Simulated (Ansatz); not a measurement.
# TiNi: a single-point run

Wanted: a converged single-point run for TiNi, and a check of what comes out. The structure is shown as the input types it.

Computed with Ansatz 0.2.0 (DFT, LDA, PAW with Ansatz's default frozen-core files, scalar-relativistic, unless a step's input says otherwise).

## 1. Starting point

It takes space group P4/mmm (No. 123, tetragonal). The conventional cell has a = 2.736 Å, b = 2.736 Å, c = 3.581 Å, α = 90.00°, β = 90.00°, γ = 90.00°. Ti (site symmetry 4/mmm) is surrounded by 8 Ni at 2.64 Å and 4 Ti at 2.74 Å. Ni (site symmetry 4/mmm) has 8 Ti at 2.64 Å and 4 Ni at 2.74 Å as nearest neighbours.

Coordinates:

```cif
data_structure
_symmetry_space_group_name_H-M 'P 1'
_symmetry_Int_Tables_number 1
_cell_length_a 2.7358
_cell_length_b 2.7358
_cell_length_c 3.5814
_cell_angle_alpha 90.000
_cell_angle_beta 90.000
_cell_angle_gamma 90.000
_cell_volume 26.81
loop_
_atom_site_label
_atom_site_type_symbol
_atom_site_fract_x
_atom_site_fract_y
_atom_site_fract_z
_atom_site_occupancy
Ti1 Ti 0.50000 0.50000 0.50000 1
Ni1 Ni 0.00000 0.00000 0.00000 1
```

## 2. Running it

input.yaml reads:

```yaml
crystal:
  lattice:
    - [2.735803, 0.0, 0.0]
    - [0.0, 2.735803, 0.0]
    - [0.0, 0.0, 3.58141]
  atoms:
    - { symbol: Ti, position: [0.5, 0.5, 0.5], spin: 1.0 }
    - { symbol: Ni, position: [0.0, 0.0, 0.0], spin: 1.5 }
magnetization:
  spin_polarized: true
kpoints:
  mp_grid: { grid: [12, 12, 9] }
scf:
  lower_state_search: "off"
  max_iter: 50
hamiltonian:
  xc: lda
  pseudopotentials: { kind: paw }
output:
  forces: true
  stress: true
  eigenvalues: true
  populations: true
```

The run is started by

```
ansatz run input.yaml --threads 1 --pin off --max-ram 3072MiB --backend cpu --events-out ev --progress --plain --runs-dir out
```

**Question.** How will this run end, and is anything wrong with its input?

The run ended at the input check. It says: «`scf.occupations.method` is required: fixed only where the cell keeps a band gap throughout the run, explicit beside scf.occupations.values (under evaluate: without them) ...»

In the input, scf.occupations.method is missing; scf.occupations.width is missing. The input leaves out something that has no default.

Fix: set scf.occupations.method to fermi_dirac and scf.occupations.width to 0.08.
